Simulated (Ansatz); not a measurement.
I need harmonic frequencies at the relaxed geometry of C2H5AlFN, SMILES C=C(F)[NH][AlH2]. Use Ansatz 0.2.0, Python API. Settings (for the species named): r2SCAN, def2-SVP basis, multiplicity 1.

```yaml
atoms:
  - { symbol: C, position_ang: [-1.5674, 0.9530, 0.7308] }
  - { symbol: C, position_ang: [-0.4197, 0.4322, 0.6094] }
  - { symbol: F, position_ang: [0.4167, 0.5164, 1.6395] }
  - { symbol: N, position_ang: [0.0361, -0.2365, -0.5938] }
  - { symbol: Al, position_ang: [1.6807, -1.0818, -0.8146] }
  - { symbol: H, position_ang: [-2.3283, 0.9673, -0.0963] }
  - { symbol: H, position_ang: [-1.8684, 1.5145, 1.6333] }
  - { symbol: H, position_ang: [-0.6591, -0.2964, -1.4044] }
  - { symbol: H, position_ang: [2.0485, -1.8051, -2.1176] }
  - { symbol: H, position_ang: [2.7440, -1.0147, 0.4168] }
```

The script, `freq_c2h5alfn.py`:
```python
# -*- coding: utf-8 -*-
"""Harmonic frequencies of C2H5AlFN at its relaxed geometry."""

from dataclasses import dataclass
import itertools
import warnings

import ansatz as az
from ase.data import atomic_numbers, covalent_radii
import numpy as np


@dataclass
class Settings:
    basis_set: str = "def2-SVP"
    xc: str = "r2scan"


cfg = Settings()

GEOMETRY = """
C    -1.56740    0.95300    0.73080
C    -0.41970    0.43220    0.60940
F     0.41670    0.51640    1.63950
N     0.03610   -0.23650   -0.59380
Al    1.68070   -1.08180   -0.81460
H    -2.32830    0.96730   -0.09630
H    -1.86840    1.51450    1.63330
H    -0.65910   -0.29640   -1.40440
H     2.04850   -1.80510   -2.11760
H     2.74400   -1.01470    0.41680
"""

warnings.simplefilter("ignore", az.DeckWarning)

system = az.Crystal.molecule()
for line in GEOMETRY.strip().splitlines():
    symbol, *xyz = line.split()
    system = system.atom(symbol, [float(v) for v in xyz])

base = system.calculation().basis(gaussian=cfg.basis_set).functional(cfg.xc)
symbols = [site.symbol for site in system.cartesian_sites]
start = np.array([site.position_ang for site in system.cartesian_sites], dtype=float)
data = base.relax(force_tolerance=0.003).run(threads=1).report
end = np.array(data["positions_ang"])

# pairs closer than 1.2 times the sum of covalent radii, before or after
radius = [covalent_radii[atomic_numbers[s]] for s in symbols]
span = lambda where, i, j: np.linalg.norm(where[i] - where[j])
bonded = [(i, j) for i, j in itertools.combinations(range(len(symbols)), 2) if min(span(start, i, j), span(end, i, j)) < 1.2 * (radius[i] + radius[j])]
print("pair        before    after (A)")
for i, j in bonded:
    print(f"{symbols[i]}{i}-{symbols[j]}{j}".ljust(10), f"{span(start, i, j):8.4f} {span(end, i, j):8.4f}")

# frequencies need a stationary point, so they are taken at the relaxed geometry
minimum = az.Crystal.molecule()
for symbol, place in zip(symbols, end):
    minimum = minimum.atom(symbol, place.tolist())
vibrating = (
    minimum.calculation()
    .basis(gaussian=cfg.basis_set)
    .functional(cfg.xc)
    .phonons(temperatures=(100, 500, 100))
)
vib = vibrating.run(threads=1).report["vibrations"]
sums = vib["harmonic_sums"]
modes = [m["omega_inv_cm"] for m in sums["modes_at_gamma"] if m["rigid_motion"] == "no"]
print("frequencies (1/cm):", " ".join(f"{w:.0f}" for w in modes))
print("imaginary modes:", sum(w < 0 for w in modes), " zero-point energy:", round(sums["zero_point_energy_ev"], 4), "eV")
print("T (K)   F_vib (eV)   S_vib (meV/K)   C_vib (meV/K)")
for row in zip(sums["temperatures_k"], sums["vibrational_free_energy_ev"], vib["entropy_ev_per_k"], vib["heat_capacity_ev_per_k"]):
    print(f"{row[0]:6.1f} {row[1]:11.4f} {1000 * row[2]:13.4f} {1000 * row[3]:15.4f}")
```

```console
$ python freq_c2h5alfn.py
pair        before    after (A)
C0-C1        1.2662   1.3423
C0-H5        1.1240   1.0901
C0-H6        1.1047   1.0893
C1-F2        1.3296   1.3464
C1-N3        1.4500   1.3741
N3-Al4       1.8623   1.8131
N3-H7        1.0696   1.0184
Al4-H8       1.5350   1.5832
Al4-H9       1.6283   1.5759
frequencies (1/cm): 100 156 201 398 473 561 595 595 668 722 728 737 787 935 995 1281 1365 1410 1733 1955 1987 3186 3300 3582
imaginary modes: 0  zero-point energy: 1.7637 eV
T (K)   F_vib (eV)   S_vib (meV/K)   C_vib (meV/K)
 100.0      1.7599        0.1175          0.1945
 200.0      1.7379        0.3284          0.4583
 300.0      1.6932        0.5680          0.7345
 400.0      1.6242        0.8109          0.9556
 500.0      1.5314        1.0433          1.1267
```

The frequencies are harmonic and unscaled, in a modest basis. The result belongs to the one conformer reached from this start, and soft torsions count as harmonic oscillators. Timing: 4.8 min on 1 thread of Arm Neoverse V1 (shared host), peak memory 0.24 GiB.

(A comment or docstring line of the script was reworded after the run, the code is as it ran; lines on the test bed's own set-up are left out of the output.)
